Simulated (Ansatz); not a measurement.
# Sc: the cost of one run

Computed with Ansatz 0.2.0 (DFT r2SCAN, scalar-relativistic, plane waves, PAW, unless a step's input says otherwise).

### Step 1. The system as given

It takes space group Fm-3m (No. 225, cubic). The conventional cell has a = 4.541 Å, b = 4.541 Å, c = 4.541 Å, α = 90.00°, β = 90.00°, γ = 90.00°. Around Sc (site symmetry m-3m) lie 12 Sc at 3.21 Å.

As a file:

```cif
data_structure
_symmetry_space_group_name_H-M 'P 1'
_symmetry_Int_Tables_number 1
_cell_length_a 3.2110
_cell_length_b 3.2110
_cell_length_c 3.2110
_cell_angle_alpha 60.000
_cell_angle_beta 60.000
_cell_angle_gamma 60.000
_cell_volume 23.41
loop_
_atom_site_label
_atom_site_type_symbol
_atom_site_fract_x
_atom_site_fract_y
_atom_site_fract_z
_atom_site_occupancy
Sc1 Sc 0.00000 0.00000 0.00000 1
```

No relaxation comes first: the listed cell is the starting point.

### Step 2. Zero of energy

The reference gives a free energy of -2140.5025 eV, pressure 4.06 GPa, largest force 0.000 eV/Å and gap on the mesh none (metal). It was computed beforehand with the settings of the runs below.

### Step 3. Setting up energy and stress against strain

The cell is strained by ε times the Voigt pattern (1, -1, 0, 0, 0, 0) (xx, yy, zz, yz, xz, xy; engineering shear), with fractional coordinates fixed (clamped ions). The stress on the pattern is the sum of the stress components weighted by it, tension positive.

### Step 4. ε = -0.0600

The input, input.yaml:

```yaml
crystal:
  lattice:
    - [0.0, 2.40673, 2.2705]
    - [2.13427, 0.0, 2.2705]
    - [2.13427, 2.40673, 0.0]
  atoms:
    - { symbol: Sc, position: [0.0, 0.0, 0.0] }
basis:
  ecutwfc: 500
kpoints:
  mp_grid: { grid: [18, 18, 18] }
hamiltonian:
  xc: r2scan
scf:
  occupations: { method: gaussian, width: 0.15 }
output:
  forces: true
  stress: true
  eigenvalues: true
```

Started as:

```bash
> ansatz run input.yaml --threads 1 --pin off --max-ram 2560MiB --backend cpu --events-out ev --progress --plain --runs-dir out
```

Q: Estimate wall time and peak memory on 1 thread of Arm Neoverse V1, shared host.

About 23 s, with a peak of 0.58 GiB.
